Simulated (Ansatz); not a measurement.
This script drives Ansatz 0.2.0 through its Python package.

`be4alni_xc.py`
```python
"""One structure of Be4AlNi under several functionals."""

import ansatz

SCF_TOL = 1e-09
CUTOFF_EV = 510
KMESH = (7, 7, 7)
SIGMA = 0.15

lattice = ansatz.Lattice.of(
    (0.0, 2.999348, 2.999348),
    (2.999348, 0.0, 2.999348),
    (2.999348, 2.999348, 0.0),
)
sites = [
    ("Be", (0.373624, 0.373624, 0.373624)),
    ("Be", (0.879128, 0.373624, 0.373624)),
    ("Be", (0.373624, 0.373624, 0.879128)),
    ("Be", (0.373624, 0.879128, 0.373624)),
    ("Al", (0.75, 0.75, 0.75)),
    ("Ni", (0.0, 0.0, 0.0)),
]
cell = ansatz.Crystal(lattice=lattice)
for symbol, position in sites:
    cell = cell.atom(symbol, position)
cell = cell.moments(Ni=2.0)

calculation = (
    cell.calculation()
    .scf(tolerance=SCF_TOL)
    .basis(CUTOFF_EV)
    .kpoints(mesh=KMESH)  # the mesh must be finer for metals
    .occupations(ansatz.OccupationsMethod.FERMI_DIRAC, width=SIGMA)
    .spin("collinear")
)

rows = []
for value in ["r2scan", "pbesol", "blyp"]:
    report = calculation.functional(value).run().report
    rows.append((value, report["free_energy_ev"] / len(report["lattice"]["sites"]), report["n_iterations"], report["magnetization_mub"], report["n_kpoints"]))

print("  functional   F/atom (eV)    iterations  moment (muB)      k-points")
for row in rows:
    print(f"{str(row[0]):>12s}  {row[1]:12.5f}  {row[2]:12d}  {row[3]:12.3f}  {row[4]:12d}")
```

It is started by `python be4alni_xc.py`. How long does it take on 1 thread of Arm Neoverse V1 (shared host), and how much memory does it need?

It took about 53 s, with a peak of 0.5 GiB, for 3 runs of the engine.

```console
$ python be4alni_xc.py
RunWarning: the starting moments were not kept: the SCF closed with an absolute magnetisation of 4.4e-6 μB, where they sum to 2 μB in size (1 site). That is at most 0.1 of that sum. Measured as dr2_m [...]
  functional   F/atom (eV)    iterations  moment (muB)      k-points
      r2scan   -1126.82030            24         0.000            20
      pbesol   -1115.45563            13        -0.000            20
        blyp   -1126.98810            13         0.000            20
```
(Warnings from the package without file and line, shortened, repeats left out.)

Notes:
- The SCF didn't keep the moments it started from (some shrank, vanished or turned); what is printed is the state reached.
- BLYP can be off by several per cent in the lattices of metals, and by several GPa in the pressure at a fixed cell.
- For a metal this k-point mesh is coarse: on a finer one energies can move by several to tens of meV an atom and pressures by half a GPa or more, differences at one mesh by less.
- The overall sign of a collinear moment is arbitrary, and semilocal functionals can give small moments to compounds that are paramagnetic.
- The smearing is wide enough that free energy and stress hold a thermal part of the electrons.
- r2SCAN tends to overestimate the moments of itinerant magnets.
- The structure comes from a database of computed cells and needn't be a stable or known phase.
- Total energies of different functionals can't be compared; pressures, moments and gaps at this one structure can.
